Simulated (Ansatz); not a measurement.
# Sc3As: the cost of one run

Method: DFT PBE, scalar-relativistic, plane waves, PAW, in Ansatz 0.2.0.

## Step 1: Starting point

It takes space group Im-3m (No. 229, cubic). Conventional cell: a = 5.443 Å, b = 5.443 Å, c = 5.443 Å, α = 90.00°, β = 90.00°, γ = 90.00°. Sc (site symmetry 4/mmm) is surrounded by 4 Sc at 2.72 Å and 2 As at 2.72 Å. As (site symmetry m-3m) is surrounded by 6 Sc at 2.72 Å.

Coordinates:

```
CELL_PARAMETERS angstrom
-2.72157 2.72157 2.72157
2.72157 -2.72157 2.72157
2.72157 2.72157 -2.72157
ATOMIC_POSITIONS crystal
Sc 0.00000 0.50000 0.50000
Sc 0.50000 0.00000 0.50000
Sc 0.50000 0.50000 0.00000
As 0.00000 0.00000 0.00000
```

Recipe of the guess: species swapped into a database cell of Sb3Au (Im-3m, No. 229), with Sc on the Sb sites and As on the Au sites. The dimensions are guesses.

## Step 2: A first look at the guess

input.yaml reads:

```yaml
crystal:
  lattice:
    - [-2.72157138, 2.72157138, 2.72157138]
    - [2.72157138, -2.72157138, 2.72157138]
    - [2.72157138, 2.72157138, -2.72157138]
  atoms:
    - { symbol: Sc, position: [0.0, 0.5, 0.5] }
    - { symbol: Sc, position: [0.5, 0.0, 0.5] }
    - { symbol: Sc, position: [0.5, 0.5, 0.0] }
    - { symbol: As, position: [0.0, 0.0, 0.0] }
basis:
  ecutwfc: 420
kpoints:
  mp_grid: { grid: [4, 4, 4] }
hamiltonian:
  xc: pbe
scf:
  occupations: { method: gaussian, width: 0.1 }
  lower_state_search: "off"
output:
  forces: true
  stress: true
  eigenvalues: true
```

Started as:

```sh
> ansatz run input.yaml --threads 1 --pin off --max-ram 2560MiB --backend cpu --events-out ev --progress --plain --runs-dir out
```

What time and memory should one allow on 1 thread of Intel Xeon 6975P-C (Granite Rapids), shared host?

About 1.2 s, with a peak of 0.36 GiB.
